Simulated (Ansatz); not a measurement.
I need a rigid scan of one bond length of C2H4SSi, SMILES [SiH3]C=C=S. Use the Ansatz DFT code, driven from Python. Use (for the species named): r2SCAN, 6-31G* basis, multiplicity 1.

```yaml
atoms:
  - { symbol: Si, position_ang: [-0.2960, 0.9109, -0.4236] }
  - { symbol: C, position_ang: [-0.2776, -0.7981, -0.0044] }
  - { symbol: C, position_ang: [0.6656, -1.2363, 0.7153] }
  - { symbol: S, position_ang: [2.1124, -1.8631, 1.7408] }
  - { symbol: H, position_ang: [-1.5403, 1.2007, -1.2910] }
  - { symbol: H, position_ang: [-0.4445, 1.8097, 0.7829] }
  - { symbol: H, position_ang: [0.8839, 1.3570, -1.2042] }
  - { symbol: H, position_ang: [-1.0113, -1.4379, -0.3716] }
```

Script `run_scan.py`:
```python
'''Stretching a bond of C2H4SSi, the rest held rigid.'''

from dataclasses import dataclass

import ansatz as az
import numpy as np


@dataclass(frozen=True)
class Settings:
    basis_set: str = '6-31G*'
    functional: str = 'r2SCAN'


settings = Settings()

mol = (
    az.Crystal.molecule()
    .atom('Si', (-0.296, 0.9109, -0.4236))
    .atom('C', (-0.2776, -0.7981, -0.0044))
    .atom('C', (0.6656, -1.2363, 0.7153))
    .atom('S', (2.1124, -1.8631, 1.7408))
    .atom('H', (-1.5403, 1.2007, -1.291))
    .atom('H', (-0.4445, 1.8097, 0.7829))
    .atom('H', (0.8839, 1.357, -1.2042))
    .atom('H', (-1.0113, -1.4379, -0.3716))
)

symbols = [site.symbol for site in mol.cartesian_sites]
start = np.array([site.position_ang for site in mol.cartesian_sites])
axis = (start[2] - start[1]) / np.linalg.norm(start[2] - start[1])
moving = [2, 3]
lengths, energies = [1.113, 1.164, 1.214, 1.265, 1.315, 1.366, 1.417, 1.492], []
for length in lengths:
    xyz = start.copy()
    xyz[moving] += (length - np.linalg.norm(start[2] - start[1])) * axis
    point = az.Crystal.molecule()
    for symbol, place in zip(symbols, xyz):
        point = point.atom(symbol, place.tolist())
    setup = (
        point.calculation()
        .basis(gaussian=settings.basis_set)
        .functional(settings.functional)
    )
    summary = setup.run(threads=1, backend='cpu').report
    energies.append(summary['free_energy_ev'])
    print(f'r = {length:6.3f} A  E = {energies[-1]:.5f} eV  <S^2> = {abs(summary["mean_field"]["state"]["spin_squared"]):.3f}')

# quartic fit about the minimum
fit = np.polynomial.Polynomial.fit(lengths, np.array(energies) - min(energies), 4).convert()
roots = [r.real for r in fit.deriv().roots() if abs(r.imag) < 1e-9 and fit.deriv(2)(r.real) > 0]
r_e = min(roots, key=lambda r: abs(r - lengths[int(np.argmin(energies))]))
print(f'minimum of the fit at {r_e:.4f} A, force constant {fit.deriv(2)(r_e):.2f} eV/A^2')
```

```console
$ python run_scan.py
r =  1.113 A  E = -20843.76169 eV  <S^2> = 0.000
r =  1.164 A  E = -20844.64502 eV  <S^2> = 0.000
r =  1.214 A  E = -20845.15352 eV  <S^2> = 0.000
r =  1.265 A  E = -20845.39662 eV  <S^2> = 0.000
r =  1.315 A  E = -20845.43230 eV  <S^2> = 0.000
r =  1.366 A  E = -20845.31599 eV  <S^2> = 0.000
r =  1.417 A  E = -20845.08781 eV  <S^2> = 0.000
r =  1.492 A  E = -20844.61656 eV  <S^2> = 0.000
minimum of the fit at 1.2996 A, force constant 64.68 eV/A^2
```

Notes:
- The settings weren't tested for convergence.
- The rest of the molecule is held rigid at a force-field or estimated start geometry, and the basis set is modest; single-reference methods fail as a bond breaks.
- The orbitals are restricted, so S² is zero by construction.
- Toward dissociation an unrestricted state can lie under the restricted one, by tenths of an eV for polar bonds under a functional and by 1 to 2 eV or more for others.
- Hardware and time: 34 s on 1 thread of Arm Neoverse V1, on a shared host, peak memory 0.2 GiB.

(Lines on the test bed's own set-up are left out of the output.)
